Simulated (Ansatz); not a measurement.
# C2H5ClSi2: small, medium and large basis sets

How large a basis does C2H5ClSi2 need? Two functionals and correlated methods are run in growing sets.

Computed with Ansatz 0.2.0, Gaussian basis. Level: one geometry, several basis sets.

Levels to be run: PBE0-D4/def2-SVP; ωB97M-V/def2-SVP; PBE0-D4/def2-QZVPP; ωB97M-V/def2-QZVPP; CCSD(T)/cc-pV(D+d)Z; CCSD(T)/cc-pV(T+d)Z; CCSD(T)/cc-pV(Q+d)Z; the functionals' def2-TZVPP values are taken from earlier runs.

**1. The geometry**

The geometry comes from an earlier relaxation with PBE0-D4 in a triple-zeta def2 set; it is a stationary point, not always the lowest conformer.

SMILES `[SiH3]C#C[SiH2]Cl`, 10 atoms, charge 0, spin multiplicity 1.

Atoms are counted from 1 here; the program's logs count them from 0.

Bond lengths: Si1–C2 1.828 Å, Si1–H6 1.483 Å, Si1–H7 1.482 Å, Si1–H8 1.483 Å, C2–C3 1.214 Å, C3–Si4 1.817 Å, Si4–Cl5 2.049 Å, Si4–H9 1.478 Å, Si4–H10 1.478 Å. Angles: C2–Si1–H6 109.0°, C2–Si1–H7 108.8°, C2–Si1–H8 108.9°, H6–Si1–H7 110.1°, H6–Si1–H8 109.9°, H7–Si1–H8 110.1°, Si1–C2–C3 179.6°, C2–C3–Si4 179.5°, C3–Si4–Cl5 109.5°, C3–Si4–H9 109.6°, C3–Si4–H10 109.7°, Cl5–Si4–H9 108.4°, Cl5–Si4–H10 108.4°, H9–Si4–H10 111.2°.

**2. PBE0-D4 in def2-SVP**

Input file in.yaml:

```yaml
crystal:
  periodic: [false, false, false]
  atoms:
    - {symbol: Si, position_ang: [-1.191244, -2.146646, 0.063736]}
    - {symbol: C, position_ang: [-0.299552, -0.550536, 0.062244]}
    - {symbol: C, position_ang: [0.296041, 0.507363, 0.053034]}
    - {symbol: Si, position_ang: [1.188043, 2.090269, 0.054782]}
    - {symbol: Cl, position_ang: [1.449073, 2.731922, -1.873913]}
    - {symbol: H, position_ang: [-2.503342, -1.966345, 0.730069]}
    - {symbol: H, position_ang: [-1.389240, -2.585220, -1.338397]}
    - {symbol: H, position_ang: [-0.383183, -3.147951, 0.800377]}
    - {symbol: H, position_ang: [2.519891, 1.909590, 0.670387]}
    - {symbol: H, position_ang: [0.396715, 3.106354, 0.780583]}
basis:
  gaussian: {orbitals: def2-SVP}
hamiltonian: {xc: pbe0, dispersion: d4}
output: {orbitals: {seedname: orbitals}}
```

On the command line:

```
ansatz run in.yaml --threads 2 --pin off --events-out ev --progress --plain --max-ram 32768MiB --backend cpu
```

The runs that follow: ωB97M-V in def2-SVP; PBE0-D4 in def2-QZVPP; ωB97M-V in def2-QZVPP; CCSD(T) in cc-pV(D+d)Z; CCSD(T) in cc-pV(T+d)Z; CCSD(T) in cc-pV(Q+d)Z.

Q: Predict the results of all the runs planned. Wanted: MP2 correlation recovered, cc-pV(D+d)Z; MP2 correlation recovered, cc-pV(T+d)Z; MP2 correlation recovered, cc-pV(Q+d)Z; CCSD(T) limit from def2 sets; PBE0-D4: double and triple zeta above quadruple; ωB97M-V: double and triple zeta above quadruple.

As calculated:

| quantity | value |
| --- | --- |
| MP2 correlation recovered, cc-pV(D+d)Z | 70.3 % |
| MP2 correlation recovered, cc-pV(T+d)Z | 88.2 % |
| MP2 correlation recovered, cc-pV(Q+d)Z | 95.1 % |
| CCSD(T) limit from def2 sets (earlier runs) less the limit of this series | -99 meV |
| PBE0-D4: double and triple zeta above quadruple | 13.33, 1.02 eV |
| ωB97M-V: double and triple zeta above quadruple | 13.36, 0.94 eV |

What this shows: For PBE0-D4 the step from double to triple zeta gains 12.32 eV and the next only 1.02 eV. In cc-pV(D+d)Z MP2 holds 70 % of its limit, in cc-pV(Q+d)Z 95 %, while Hartree-Fock is within 0.130 eV in the largest set. A limit from the def2 sets, made apart, differs by 99 meV, a least measure of the doubt on such a limit. These are total energies; as a rule much of such shifts cancels in differences, which this series doesn't test.
